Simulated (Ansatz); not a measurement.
# B2Ge: the cost of one run

Method: def2-QZVPP, all electrons in the functionals; program: Ansatz 0.2.0, Gaussian basis.

To be run: PBE, BLYP, at charge 0, singlet; charge 0, triplet; charge 1, doublet (not every functional at every point).

15 further runs of the same task are left out: 4 that didn't finish, 11 set aside as unsound or not needed.

## (1) The geometry

The geometry is a PBE0/def2-TZVP stationary point (not a proven minimum). No spin-orbit coupling is included. The filled d shell of Ge may be among the frozen orbitals whatever the setting's name suggests.

3 atoms, charge 0, spin multiplicity 1.

Atoms are counted from 1 here; the program's logs count them from 0.

Bond lengths: B1–B2 1.505 Å, B1–Ge3 1.996 Å, B2–Ge3 1.996 Å. Angles: B2–B1–Ge3 67.8°, B1–B2–Ge3 67.8°, B1–Ge3–B2 44.3°.

As a file:

```xyz
3
B2Ge
B     0.0000    0.7526    1.4245
B     0.0000   -0.7526    1.4245
Ge    0.0000    0.0000   -0.4240
```

No dispersion term is added.

The geometry shown and the zero of energy belong to the point charge 0, singlet. The yardstick, RCCSD(T), and other wave-function levels (R restricted, U unrestricted, valence and pair active spaces) come from earlier runs.

## (2) PBE, charge 0, singlet

Input file in.yaml:

```yaml
crystal:
  periodic: [false, false, false]
  atoms:
    - {symbol: B, position_ang: [0.000000, 0.752557, 1.424497]}
    - {symbol: B, position_ang: [0.000000, -0.752557, 1.424497]}
    - {symbol: Ge, position_ang: [0.000000, 0.000000, -0.424015]}
basis:
  gaussian: {orbitals: "def2-QZVPP.json"}
magnetization: {spin_polarized: true, initial_magnetization: 0}
hamiltonian: {xc: {name: PBE}}
output: {orbitals: {seedname: orbitals}}
```

On the command line:

```
> ansatz run in.yaml --threads 1 --pin off --events-out ev --progress --plain --max-ram 2393MiB
```

**Question.** How long does this run take on 1 thread of Arm Neoverse V2, shared host, and how much memory does it need?

About 43 s, with a peak of 0.54 GiB.
